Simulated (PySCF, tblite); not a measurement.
**C₅H₇FNO radical: geometry, infrared bands and EPR parameters**

What infrared bands and EPR parameters should C₅H₇FNO radical (`FCO[C@H]1C=N[CH]C1`) show?

The runs use tblite 0.8.0 and PySCF 2.14.0, with density-fitted response routines of our own; the level of theory stands in each step. All values are computed, except where a source is named. Atoms are numbered from 0 throughout.

## (1) Starting geometry

15 atoms, charge 0, multiplicity 2; geometry from: force field or distance geometry start.

Bonds of the start (Å): F0–C1 1.39, C1–O2 1.38, O2–C3 1.36, C3–C4 1.49, C4–N5 1.29, N5–C6 1.45, C6–C7 1.54, C7–C3 1.53, C1–H8 1.10, C1–H9 1.13, C3–H10 1.10, C4–H11 1.09, C6–H12 1.12, C7–H13 1.11, C7–H14 1.08.

## (2) Relaxing the molecule with GFN2-xTB

The job: settings as JSON, then the geometry in Å.

```
{"job": {"kind": "relax", "xc": "GFN2-xTB", "basis": "xTB"}, "charge": 0, "multiplicity": 2}
F      2.322000    -0.352300     1.100900
C      2.171000     0.026100    -0.232500
O      1.013400    -0.442000    -0.814400
C     -0.050000     0.077600    -0.138900
C     -1.041400     0.842900    -0.942000
N     -2.216700     0.766800    -0.403600
C     -2.136800    -0.033700     0.796900
C     -1.001900    -0.992700     0.399200
H      2.246300     1.120700    -0.348400
H      3.031400    -0.492200    -0.740600
H      0.179100     0.720000     0.728900
H     -0.768100     1.368400    -1.854300
H     -1.719500     0.551700     1.652400
H     -1.415700    -1.582900    -0.449600
H     -0.617500    -1.570500     1.224100
```

Run with:

```bash
$ OMP_NUM_THREADS=1 python probes_run.py task.json out
```

One launch serves the whole session: the jobs run in the order shown.

**Question.** This job is followed by: GFN2-xTB harmonic vibrations, gas phase; UKS B3LYP, pcH-1 on C F H N O, non-relativistic, mean-field spin-orbit, GIAO. Predict these results of the whole session: strongest single infrared mode (GFN2-xTB); zero-point energy (GFN2-xTB); g(iso) (B3LYP); ⟨S²⟩; largest a(iso); surface potential, 1st and 99th percentile.

As calculated:

```
                                 quantity                  value
strongest single infrared mode (GFN2-xTB)  1123 cm⁻¹, 127 km/mol
             zero-point energy (GFN2-xTB)          70.6 kcal/mol
                           g(iso) (B3LYP)                2.00228
                                     ⟨S²⟩     0.772 (exact 0.75)
                           largest a(iso)    13C on C4, 62.9 MHz
    surface potential, 1st and 99th percentile     -1.71 V and 1.12 V
```

The optimisation took 103 steps and gained 1.909 eV; among the close pairs (by a distance rule), N5–C6 changed most, from 1.445 to 1.314 Å. All 39 modes are real, so the xTB geometry is a minimum. The strongest single mode, at 1123 cm⁻¹, moves mainly O2 and C1. Unscaled tight-binding wavenumbers are off by several per cent, some by more. Its intensities can rank the bands wrongly. The largest spin populations lie on C4 (0.65 e), C6 (0.62 e). The isotropic g lies 0.0 ppt below the free-electron value.
